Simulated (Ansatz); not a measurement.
Input of an Ansatz 0.2.0 run:

Contents of input.yaml:

```yaml
crystal:
  lattice:
    - [3.1974455988, 0.0, 0.0]
    - [-1.5987227994, 2.7690691158, 0.0]
    - [0.0, 0.0, 7.942745]
  atoms:
    - { symbol: Se, position: [0.0, 0.0, 0.0] }
    - { symbol: Ti, position: [0.6666666667, 0.3333333333, 0.5] }
    - { symbol: Ti, position: [0.3333333333, 0.6666666667, 0.772902] }
    - { symbol: Ti, position: [0.3333333333, 0.6666666667, 0.227098] }
kpoints:
  mp_grid: { grid: [10, 10, 4] }
scf:
  occupations: { method: fermi_dirac, width: 0.05 }
hamiltonian:
  xc: pbesol
  pseudopotentials: { kind: all_electron, datasets: crystal }
output:
  forces: true
  stress: true
  eigenvalues: true
  dos: { projected: false, de: 0.1, e_range: [-20, 10] }
  elf: true
  volumetric_format: npy
```

Potentials or basis: all-electron PAW datasets made for the crystal.

Run with:

```console
$ ansatz run input.yaml --threads 2 --pin off --max-ram 8192MiB --backend cpu --events-out ev --progress --plain --runs-dir out
```

(1) Estimate the pressure.

(2) Predict the band gap on the k mesh.

(3) What does it give for the largest force?

## Answers

(1) -4.5 GPa.

(2) none (metal or under the smearing width).

(3) 0.097 eV/Å.

Caveat: the program warned that the printed levels may be off, so bands, gaps and densities of states are rough.
